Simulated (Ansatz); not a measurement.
## BaAlSi, space group P-6m2: a scan of the energy under strain, step by step

Program: the Ansatz DFT code, driven from Python.

Notebook, run cell by cell (the value of a cell's last expression is shown):

```python
import ansatz as az
import matplotlib.pyplot as plt
import numpy as np
```

```python
vectors0 = np.array([
    [4.30761, 0.0, 0.0],
    [-2.15381, 3.7305, 0.0],
    [0.0, 0.0, 5.22585],
])
sites = [
    ('Ba', (0.0, 0.0, 0.0)),
    ('Al', (2 / 3, 1 / 3, 0.5)),
    ('Si', (1 / 3, 2 / 3, 0.5)),
]
```

```python
def on_lattice(cell):
    crystal = az.Crystal(lattice=az.Lattice.of(cell))
    for symbol, position in sites:
        crystal = crystal.atom(symbol, position)
    return crystal
```

```python
# clamped ions: the fractional positions stay as typed
values = np.linspace(-0.01, 0.01, 7)
energies = []
for d in values:
    strain = np.diag([d, d, (1 + d) ** -2 - 1])
    cell = vectors0 @ (np.eye(3) + strain)
    model = on_lattice(cell).calculation()
    model = model.functional('PBEsol').basis(35 * az.Ry)
    model = model.occupations(az.OccupationsMethod.GAUSSIAN, width=100 * az.meV).kpoints(9, 9, 7)
    data = model.run().report
    energies.append(data['free_energy_ev'] / len(sites))
    print(f'd = {d:+.4f}  F = {energies[-1]:.5f} eV/atom')
energies = np.array(energies)
```

    DeckWarning: crystal.lattice misses the space group found at crystal.symmetry.tolerance 1.0e-5 in a digit that the deck types, which is why this is a warning: making the lattice exact moves one of its numbers by a whole unit of that number's last typed [...]
    d = -0.0100  F = -2336.61722 eV/atom
    d = -0.0067  F = -2336.62063 eV/atom
    d = -0.0033  F = -2336.62314 eV/atom
    d = +0.0000  F = -2336.62477 eV/atom
    DeckWarning: crystal.lattice, of which some number shows no typed digit to judge by, misses the space group found at crystal.symmetry.tolerance 1.0e-5 by more than rounding, which is why this is a warning: the operation that it misses by the most changes a [...]
    d = +0.0033  F = -2336.62555 eV/atom
    d = +0.0067  F = -2336.62552 eV/atom
    d = +0.0100  F = -2336.62470 eV/atom

```python
for value, e in zip(values, energies):
    print(f'strain {value:7.3f}   E - Emin = {1000 * (e - energies.min()):9.3f} meV/atom')
plt.figure(figsize=(4.5, 3))
plt.plot(values, 1000 * (energies - energies.min()), 'o-')
plt.xlabel('strain')
plt.ylabel('meV/atom')
plt.tight_layout()
plt.savefig('strain.png', dpi=100)
curvature = 2 * np.polyfit(values, energies, 3)[1]
volume = abs(np.linalg.det(vectors0)) / len(sites)
print(f'd2E/dd2 over the volume: {curvature / volume * 160.21766:.1f} GPa')
```

    strain  -0.010   E - Emin =     8.327 meV/atom
    strain  -0.007   E - Emin =     4.916 meV/atom
    strain  -0.003   E - Emin =     2.410 meV/atom
    strain   0.000   E - Emin =     0.781 meV/atom
    strain   0.003   E - Emin =     0.000 meV/atom
    strain   0.007   E - Emin =     0.032 meV/atom
    strain   0.010   E - Emin =     0.845 meV/atom
    d2E/dd2 over the volume: 435.5 GPa

Against the unstrained cell the energy per atom changes by +7.55 meV at one end of the scan and +0.06 meV at the other, and its second derivative over the volume is 435.5 GPa.

Notes:
- Total energies depend on the potentials; only differences at equal settings carry meaning.
- The curvature belongs to this strain pattern and to the cell's stress; it equals a single elastic constant only for simple patterns.
- In a metal a curvature from energy changes of a few meV or less hangs on mesh and smearing, in size and even in sign.
- The structure comes from a database of computed cells and needn't be a stable or known phase.
- Warnings are shown shortened and without file and line.
- The ions keep their fractional positions (clamped ions).
- Finished in 40 s on 1 thread of Arm Neoverse V2, on a shared host, peak memory 0.48 GiB.
